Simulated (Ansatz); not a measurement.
From input file to script: H3O4Si, SMILES [O][Si](O)(O)O in Ansatz 0.2.0.

```yaml
crystal:
  periodic: [false, false, false]
  atoms:
    - { symbol: O, position_ang: [-1.53592, 0.2312, 0.92355] }
    - { symbol: Si, position_ang: [-0.18476, 0.02656, 0.10777] }
    - { symbol: O, position_ang: [1.09471, -0.08162, 1.11766] }
    - { symbol: O, position_ang: [0.09167, 1.27812, -0.90493] }
    - { symbol: O, position_ang: [-0.20446, -1.32815, -0.80114] }
    - { symbol: H, position_ang: [1.3582, 0.68735, 1.61554] }
    - { symbol: H, position_ang: [-0.44187, 1.36424, -1.68968] }
    - { symbol: H, position_ang: [-0.17758, -2.1777, -0.36877] }
basis:
  gaussian:
    orbitals: def2-SVP
magnetization:
  spin_polarized: true
  initial_magnetization: 1.0
correlation:
  method: mp2
output:
  orbitals: {}
  forces: true
```

The script, `energy_h3o4si.py`:
```python
'''Single point of H3O4Si in a Gaussian basis.'''

from pathlib import Path
import argparse
import warnings

import ansatz as az
import numpy as np

parser = argparse.ArgumentParser(description='Single point of H3O4Si in a Gaussian basis.')
parser.add_argument('--basis', default='def2-SVP', help='basis')
parser.add_argument('--level', required=True, help='wavefunction method')
args = parser.parse_args()

warnings.simplefilter('ignore', az.DeckWarning)

geometry_ang = [
    ('O', (-1.53592, 0.2312, 0.92355)),
    ('Si', (-0.18476, 0.02656, 0.10777)),
    ('O', (1.09471, -0.08162, 1.11766)),
    ('O', (0.09167, 1.27812, -0.90493)),
    ('O', (-0.20446, -1.32815, -0.80114)),
    ('H', (1.3582, 0.68735, 1.61554)),
    ('H', (-0.44187, 1.36424, -1.68968)),
    ('H', (-0.17758, -2.1777, -0.36877)),
]
mol = az.Crystal.molecule()
for symbol, xyz in geometry_ang:
    mol = mol.atom(symbol, xyz)

model = mol.calculation()
model = model.basis(gaussian=args.basis).correlation(args.level)
model = model.spin('collinear', total=1).forces()
model = model.orbitals()
done = model.run(threads=1, pin='off', runs_dir='runs')
rep = done.report

for key in ('converged', 'free_energy_ev', 'reference_energy_ev', 'n_frozen', 'n_occupied', 'n_virtual'):
    print(f'{key:22s} {rep[key]}')

print('correlation energy', round(rep['free_energy_ev'] - rep['reference_energy_ev'], 5), 'eV')
cluster = rep['correlation'].get('coupled_cluster')
if cluster:
    print('cycles', cluster['cycles'], ' T1 diagnostic', round(cluster['t1_diagnostic'], 4), ' largest double', round(cluster['largest_double'], 4))

symbols = [site.symbol for site in mol.cartesian_sites]
forces = np.array(rep['forces_ev_ang'])
print('largest force', round(float(np.linalg.norm(forces, axis=1).max()), 4), 'eV/A, rms', round(float(np.sqrt((forces ** 2).mean())), 4))

charges = rep['charge_distribution']
print('dipole moment', round(4.803205 * float(np.linalg.norm(charges['dipole_moment_e_ang'])), 3), 'D')
print('Mulliken:', [(s, round(q, 3)) for s, q in zip(symbols, charges['mulliken_charges_e'])])

lines = Path(rep['orbitals_path']).read_text().splitlines()
field_of = lambda key: [line.split('=')[1].strip() for line in lines if line.startswith(key)]
orbitals = [(27.211386 * float(e), s, float(n)) for e, s, n in zip(field_of('Ene='), field_of('Spin='), field_of('Occup='))]
homo = max(e for e, _, n in orbitals if n > 0.5)
lumo = min(e for e, _, n in orbitals if n < 0.5)
for e, spin, n in sorted(orbitals):
    if homo - 6 < e < lumo + 5:
        print(f'{spin:6s} {e:10.3f} eV  occupation {n:.0f}')
```

```console
$ python energy_h3o4si.py --level mp2
converged              True
free_energy_ev         -16074.129488139537
reference_energy_ev    -16052.943633877332
n_frozen               9
n_occupied             [16, 15]
n_virtual              [64, 65]
correlation energy -21.18585 eV
largest force 4.0796 eV/A, rms 1.1787
dipole moment 0.28 D
Mulliken: [('O', -0.293), ('Si', 1.042), ('O', -0.457), ('O', -0.457), ('O', -0.464), ('H', 0.211), ('H', 0.209), ('H', 0.208)]
Alpha     -18.467 eV  occupation 1
Alpha     -18.248 eV  occupation 1
Beta      -17.372 eV  occupation 1
Alpha     -16.547 eV  occupation 1
Beta      -15.927 eV  occupation 1
Beta      -15.423 eV  occupation 1
Alpha     -15.347 eV  occupation 1
Alpha     -15.106 eV  occupation 1
Alpha     -15.010 eV  occupation 1
Beta      -14.928 eV  occupation 1
Alpha     -14.794 eV  occupation 1
Beta      -14.770 eV  occupation 1
Beta      -14.505 eV  occupation 1
Beta      -14.215 eV  occupation 1
Alpha     -14.168 eV  occupation 1
Alpha     -13.880 eV  occupation 1
Beta      -13.516 eV  occupation 1
Beta        1.203 eV  occupation 0
Alpha       4.257 eV  occupation 0
Beta        4.315 eV  occupation 0
Alpha       5.491 eV  occupation 0
Alpha       5.557 eV  occupation 0
Beta        5.568 eV  occupation 0
Beta        5.674 eV  occupation 0
```

Caveats:
- Total energies depend on the basis set; only differences at equal settings carry meaning.
- The geometry is a force-field or estimated start, not a minimum of this method, and the basis set is short of its limit.
- The species is open-shell (spin multiplicity 2).
- Levels such as HOMO and LUMO are orbital energies: in Hartree-Fock the gap is too wide and the LUMO hangs on the basis.
- Inner cores stay frozen, so this is valence correlation.
- Wall time of the script: 13 s on 1 thread of Intel(R) Xeon(R) Platinum 8375C CPU @ 2.90GHz (Ice Lake), with other jobs on the host, peak memory 0.3 GiB.

(A comment or docstring line of the script was reworded after the run, the code is as it ran; lines on the test bed's own set-up are left out of the output.)
